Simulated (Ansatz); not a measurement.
# CH5PSSi: the cost of one run

All numbers below are computed with Ansatz 0.2.0 (RKS PBE/def2-SVP).

### Step 1. The system as given

Bond lengths: P1–Si2 2.118 Å, Si2–C3 1.783 Å, Si2–S4 2.219 Å, C3–S4 1.629 Å, P1–H5 1.442 Å, P1–H6 1.439 Å, Si2–H7 1.473 Å, C3–H8 1.118 Å, C3–H9 1.126 Å. Angles (14 of 16 angles, heavy atoms first): P1–Si2–C3 117.3°, P1–Si2–S4 105.5°, C3–Si2–S4 46.5°, Si2–C3–S4 81.0°, Si2–S4–C3 52.5°, P1–Si2–H7 120.0°, C3–Si2–H7 121.4°, S4–Si2–H7 105.3°, Si2–P1–H5 99.4°, Si2–P1–H6 100.5°, Si2–C3–H8 119.9°, Si2–C3–H9 115.0°, S4–C3–H8 117.9°, S4–C3–H9 116.5°.

Structure file:

```xyz
9

P    -1.7112    0.9338    0.4934
Si   -0.1480   -0.4767    0.7223
C     1.3697   -0.1655   -0.1611
S     0.5430   -0.9336   -1.3360
H    -2.4365    0.3085   -0.5848
H    -1.0804    1.8844   -0.3834
H    -0.4212   -1.7861    1.3391
H     1.6974    0.8855   -0.3532
H     2.2755   -0.6966    0.2464
```

### Step 2. End point A

Input file input.yaml:

```yaml
crystal:
  periodic: [false, false, false]
  atoms:
    - { symbol: P, position_ang: [-1.7112, 0.9338, 0.4934] }
    - { symbol: Si, position_ang: [-0.148, -0.4767, 0.7223] }
    - { symbol: C, position_ang: [1.3697, -0.1655, -0.1611] }
    - { symbol: S, position_ang: [0.543, -0.9336, -1.336] }
    - { symbol: H, position_ang: [-2.4365, 0.3085, -0.5848] }
    - { symbol: H, position_ang: [-1.0804, 1.8844, -0.3834] }
    - { symbol: H, position_ang: [-0.4212, -1.7861, 1.3391] }
    - { symbol: H, position_ang: [1.6974, 0.8855, -0.3532] }
    - { symbol: H, position_ang: [2.2755, -0.6966, 0.2464] }
basis:
  gaussian: { orbitals: def2-SVP }
hamiltonian:
  xc: pbe
relax:
  f_tol: 0.015
  max_steps: 40
```

Launch:

```
ansatz run input.yaml --threads 1 --pin off --max-ram 2048MiB --backend cpu --events-out ev --progress --plain --runs-dir out
```

What time and memory should one allow on 1 thread of Arm Neoverse V1, shared host?

About 33 s, with a peak of 0.15 GiB.
